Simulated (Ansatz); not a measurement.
# C₁₀H₁₁FHfO: one species, many methods

An exercise on one series of results from a longer session: the logs are not shown, and one member is left open.

Method: functionals in def2-TZVPP, the program's frozen cores in correlated methods; program: Ansatz 0.2.0, Gaussian basis.

Plan: LDA (SPW92), PBE-D4, revPBE-D4, BLYP-D4, r2SCAN-D4, B97M-V, PBE0-D4, B3LYP-D4, r2SCANh-D4, r2SCAN0-D4, HSE06-D4, BHLYP-D4, CAM-B3LYP-D4, LC-ωPBE, ωB97X-V, ωB97M-V, B2PLYP, PBE-QIDH; CCSD(T)/def2-SVP; CCSD(T)/def2-TZVPP; MP2/def2-QZVPP; extrapolation to the limit; RPA on PBE.

### The geometry

The geometry comes from an earlier relaxation with PBE0-D4 in a triple-zeta def2 set; it is a stationary point, not always the lowest conformer. Hf takes the def2 core potential; no spin-orbit term is included.

SMILES `[OH][Hf]12345678([F])([C@H]9[C@@H]1[C@@H]2[C@@H]3[C@H]94)[C@H]1[C@@H]5[C@@H]6[C@@H]7[C@H]18`, 24 atoms, charge 0, spin multiplicity 1.

Atoms are counted from 1 here; the program's logs count them from 0.

Bond lengths: O1–Hf2 1.980 Å, O1–H14 0.956 Å, Hf2–F3 1.947 Å, Hf2–C4 2.531 Å, Hf2–C5 2.531 Å, Hf2–C6 2.545 Å, Hf2–C7 2.547 Å, Hf2–C8 2.554 Å, Hf2–C9 2.547 Å, Hf2–C10 2.535 Å, Hf2–C11 2.534 Å, Hf2–C12 2.538 Å, Hf2–C13 2.535 Å, C4–C5 1.418 Å, C4–C8 1.408 Å, C4–H15 1.080 Å, C5–C6 1.405 Å, C5–H16 1.080 Å and more. Angles: Hf2–O1–H14 125.2°, O1–Hf2–F3 101.3°, O1–Hf2–C4 103.3°, O1–Hf2–C5 133.6°, O1–Hf2–C6 125.1°, O1–Hf2–C7 92.9°, O1–Hf2–C8 80.9°, O1–Hf2–C9 109.6°, O1–Hf2–C10 80.3°, O1–Hf2–C11 81.5°, O1–Hf2–C12 111.8°, O1–Hf2–C13 132.2°, F3–Hf2–C4 132.1°, F3–Hf2–C5 105.6°, F3–Hf2–C6 78.8°, F3–Hf2–C7 85.1°, F3–Hf2–C8 116.5°, F3–Hf2–C9 78.1° and more.

Set-up of the first run:

in.yaml

```yaml
crystal:
  periodic: [false, false, false]
  atoms:
    - {symbol: O, position_ang: [0.655218, -2.060686, -0.996314]}
    - {symbol: Hf, position_ang: [0.236220, -0.539322, 0.199940]}
    - {symbol: F, position_ang: [0.690963, -1.284186, 1.940423]}
    - {symbol: C, position_ang: [-1.930512, 0.364996, -0.745104]}
    - {symbol: C, position_ang: [-1.837798, 0.861296, 0.580058]}
    - {symbol: C, position_ang: [-1.952451, -0.228462, 1.460055]}
    - {symbol: C, position_ang: [-2.110292, -1.400788, 0.689237]}
    - {symbol: C, position_ang: [-2.114609, -1.028502, -0.670293]}
    - {symbol: C, position_ang: [2.379072, 0.716510, 0.766089]}
    - {symbol: C, position_ang: [2.602462, 0.078515, -0.467214]}
    - {symbol: C, position_ang: [1.752659, 0.673014, -1.428109]}
    - {symbol: C, position_ang: [1.000218, 1.672233, -0.783164]}
    - {symbol: C, position_ang: [1.377921, 1.691819, 0.581401]}
    - {symbol: H, position_ang: [0.097579, -2.825213, -1.131623]}
    - {symbol: H, position_ang: [-1.892748, 0.951411, -1.650827]}
    - {symbol: H, position_ang: [-1.706938, 1.895346, 0.861845]}
    - {symbol: H, position_ang: [-1.875532, -0.188461, 2.536066]}
    - {symbol: H, position_ang: [-2.194758, -2.404707, 1.078458]}
    - {symbol: H, position_ang: [-2.209949, -1.694405, -1.514834]}
    - {symbol: H, position_ang: [2.840514, 0.455772, 1.706295]}
    - {symbol: H, position_ang: [3.268920, -0.751833, -0.643936]}
    - {symbol: H, position_ang: [1.674097, 0.382758, -2.465085]}
    - {symbol: H, position_ang: [0.268813, 2.316585, -1.247100]}
    - {symbol: H, position_ang: [0.980903, 2.346298, 1.343715]}
basis:
  gaussian: {orbitals: def2-TZVPP}
hamiltonian: {xc: lda}
output: {orbitals: {seedname: orbitals}}
```

On the command line:

```console
$ ansatz run in.yaml --threads 11 --pin off --events-out ev --progress --plain --max-ram 110592MiB --backend cuda --devices 0, --max-vram 75GiB
```

Among the steps run: LDA; PBE-D4 (GGA); revPBE-D4 (GGA); BLYP-D4 (GGA); r2SCAN-D4 (meta-GGA); B97M-V (meta-GGA); PBE0-D4 (hybrid); B3LYP-D4 (hybrid); r2SCANh-D4 (hybrid); r2SCAN0-D4 (hybrid); HSE06-D4 (hybrid); BHLYP-D4 (hybrid); CAM-B3LYP-D4 (range-separated); LC-ωPBE (range-separated); ωB97X-V (range-separated); ωB97M-V (range-separated); B2PLYP (double hybrid); PBE-QIDH (double hybrid).

One table of the session follows, with a row left open; its other results are not shown here.

It belongs to the step «Frontier levels by functional». 

```
  functional  HOMO (eV)  gap (eV)
 LDA (SPW92)      -5.95      4.45
      PBE-D4      -5.75      4.53
   revPBE-D4      -5.67      4.56
     BLYP-D4      -5.57      4.48
   r2SCAN-D4          ?         ?
      B97M-V      -5.96      4.95
     PBE0-D4      -6.76      6.44
    B3LYP-D4      -6.55      6.01
  r2SCANh-D4      -6.31      5.61
  r2SCAN0-D4      -6.89      6.67
    HSE06-D4      -6.37      5.68
    BHLYP-D4      -7.59      8.28
CAM-B3LYP-D4      -7.96      8.71
     LC-ωPBE      -9.22     11.07
     ωB97X-V      -8.89     10.67
     ωB97M-V      -8.80     10.20
```

Q: Estimate the row for r2SCAN-D4 from the others.

Worked estimate for «HOMO (eV)». Against the share of exact exchange, r2SCANh-D4 (0.1, -6.31), r2SCAN0-D4 (0.25, -6.89) give a slope of -3.87 per unit share; at 0 the line stands at -5.92.

**Answer.** HOMO (eV): -5.93; gap (eV): 4.89. In «HOMO (eV)» the line misses by +0.01.
